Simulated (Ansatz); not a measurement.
# F3HSeTi: how energies converge with the basis set

An exercise on one series of results from a longer session: the logs are not shown, and one member is left open.

Computed with Ansatz 0.2.0, Gaussian basis. Level: one geometry, several basis sets.

Levels to be run: PBE0-D4/def2-SVP; ωB97M-V/def2-SVP; PBE0-D4/def2-QZVPP; ωB97M-V/def2-QZVPP; the functionals' def2-TZVPP values are taken from earlier runs.

## The relaxed structure

All runs share one geometry, relaxed beforehand with PBE0-D4 in a triple-zeta def2 set.

SMILES `[F][Ti]([F])([F])[SeH]`, 6 atoms, charge 0, spin multiplicity 1.

Atoms are counted from 1 here; the program's logs count them from 0.

Bond lengths: F1–Ti2 1.744 Å, Ti2–F3 1.737 Å, Ti2–F4 1.744 Å, Ti2–Se5 2.410 Å, Se5–H6 1.474 Å. Angles: F1–Ti2–F3 112.3°, F1–Ti2–F4 108.0°, F1–Ti2–Se5 109.6°, F3–Ti2–F4 112.2°, F3–Ti2–Se5 105.0°, F4–Ti2–Se5 109.6°, Ti2–Se5–H6 88.5°.

Coordinates:

```xyz
6
charge 0, multiplicity 1
F    -0.80307   -1.00989    1.37872
Ti    0.29415   -0.49890    0.12377
F     1.95730   -0.73309    0.56700
F    -0.12402   -1.35117   -1.33879
Se    0.07043    1.87434   -0.23091
H    -1.35259    1.65471   -0.54599
```

The first run:

in.yaml reads:

```yaml
crystal:
  periodic: [false, false, false]
  atoms:
    - {symbol: F, position_ang: [-0.803074, -1.009895, 1.378723]}
    - {symbol: Ti, position_ang: [0.294152, -0.498898, 0.123768]}
    - {symbol: F, position_ang: [1.957301, -0.733086, 0.566997]}
    - {symbol: F, position_ang: [-0.124025, -1.351170, -1.338792]}
    - {symbol: Se, position_ang: [0.070433, 1.874337, -0.230906]}
    - {symbol: H, position_ang: [-1.352587, 1.654712, -0.545989]}
basis:
  gaussian: {orbitals: def2-SVP}
hamiltonian: {xc: pbe0, dispersion: d4}
output: {orbitals: {seedname: orbitals}}
```

On the command line:

```
$ ansatz run in.yaml --threads 4 --pin off --events-out ev --progress --plain --max-ram 10444MiB
```

Among the steps run: PBE0-D4 in def2-SVP; ωB97M-V in def2-SVP; PBE0-D4 in def2-QZVPP; ωB97M-V in def2-QZVPP.

One of the session's tables, all rows but one given; the rest of the session is left out.

It belongs to the step «Density functionals: the series». 

| functional | basis | HOMO (eV) | LUMO (eV) |
| --- | --- | --- | --- |
| PBE0-D4 | def2-SVP | -7.83 | -3.23 |
| PBE0-D4 | def2-TZVPP | ? | ? |
| PBE0-D4 | def2-QZVPP | -7.91 | -3.16 |
| ωB97M-V | def2-SVP | -9.88 | -0.93 |
| ωB97M-V | def2-TZVPP | -9.99 | -0.91 |
| ωB97M-V | def2-QZVPP | -9.99 | -0.90 |

Q: Estimate the row for PBE0-D4, def2-TZVPP from the others.

**Answer.** HOMO (eV): -7.91; LUMO (eV): -3.18.
